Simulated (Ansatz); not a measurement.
# AlBH5NS: the cost of one run

All numbers below are computed with Ansatz 0.2.0 (RKS B3LYP/def2-SVP).

### Step 1. The system as given

Bond lengths: B1–S2 1.827 Å, S2–Al3 2.240 Å, Al3–N4 1.955 Å, B1–H5 1.202 Å, B1–H6 1.207 Å, Al3–H7 1.639 Å, N4–H8 1.043 Å, N4–H9 1.049 Å. Angles: B1–S2–Al3 90.3°, S2–B1–H5 122.3°, S2–B1–H6 123.4°, H5–B1–H6 114.1°, S2–Al3–N4 122.9°, S2–Al3–H7 121.3°, N4–Al3–H7 115.8°, Al3–N4–H8 104.6°, Al3–N4–H9 100.3°, H8–N4–H9 105.8°.

As a file:

```xyz
9

B    -1.7977    0.8161    0.1461
S    -1.3903   -0.8039    0.8854
Al    0.7948   -0.3421    0.7178
N     1.8552   -0.7777   -0.8662
H    -2.0097    1.7924    0.8144
H    -1.9662    0.9824   -1.0373
H     1.6091    0.3771    1.9453
H     1.6997   -1.7984   -1.0151
H     1.2935   -0.2922   -1.6075
```

### Step 2. Relaxing end A

The input, input.yaml:

```yaml
crystal:
  periodic: [false, false, false]
  atoms:
    - { symbol: B, position_ang: [-1.7977, 0.8161, 0.1461] }
    - { symbol: S, position_ang: [-1.3903, -0.8039, 0.8854] }
    - { symbol: Al, position_ang: [0.7948, -0.3421, 0.7178] }
    - { symbol: "N", position_ang: [1.8552, -0.7777, -0.8662] }
    - { symbol: H, position_ang: [-2.0097, 1.7924, 0.8144] }
    - { symbol: H, position_ang: [-1.9662, 0.9824, -1.0373] }
    - { symbol: H, position_ang: [1.6091, 0.3771, 1.9453] }
    - { symbol: H, position_ang: [1.6997, -1.7984, -1.0151] }
    - { symbol: H, position_ang: [1.2935, -0.2922, -1.6075] }
basis:
  gaussian: { orbitals: def2-SVP }
hamiltonian:
  xc: b3lyp
relax:
  f_tol: 0.02
  max_steps: 50
```

On the command line:

```console
$ ansatz run input.yaml --threads 2 --pin off --max-ram 3072MiB --backend cpu --events-out ev --progress --plain --runs-dir out
```

**Question.** How long does this run take on 2 threads of Intel Xeon Platinum 8259CL at 2.50GHz (Skylake/Cascade Lake), shared host, and how much memory does it need?

About 1.7 min, with a peak of 0.2 GiB.
